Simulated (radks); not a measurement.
# Pm⁵¹⁺ in [He] 2s1.5 2p6 3d0.5: an all-electron calculation

The task here is to estimate one member of a computed series from the others.

Method: Dirac Kohn-Sham, AM05, spin-unpolarised, spherical densities, point nucleus; open shells fill j = l - 1/2 first. Code: radks (a radial shooting solver on a logarithmic mesh, Libxc functionals) version 1.

### What is computed

```
element       : promethium (Z = 61)
charge        : +51
electrons     : 10
configuration : [He] 2s1.5 2p6 3d0.5
```

Set-up of the first run:

Input:

```text
Z 61
configuration [He] 2s1.5 2p6 3d0.5
relativity Dirac
functional am05,am05
spin unpolarised
j_filling energy
nucleus point
c 137.035999084
```

The run is started by

```console
$ python run_ks.py task.json out
```

All runs below come from this command, one after another.

One of the session's tables, all rows but one given; the rest of the session is left out.

It belongs to the step «Shells». Radial moments (bohr):

```
level      <r>  outermost maximum (interpolated)  90 % within
1s1/2  0.02316                            0.0148       0.0418
2s1/2        ?                                 ?            ?
2p1/2  0.08059                            0.0629        0.132
2p3/2  0.08675                            0.0683        0.140
3d3/2   0.1933                             0.165        0.294
3d5/2   0.1962                             0.167        0.297
```

Estimate the missing values for 2s1/2.

As computed: <r>: 0.09650; outermost maximum (interpolated): 0.0831; 90 % within: 0.149. In the column «<r>» it lies between 2p3/2 (0.08675) and 3d3/2 (0.1933).
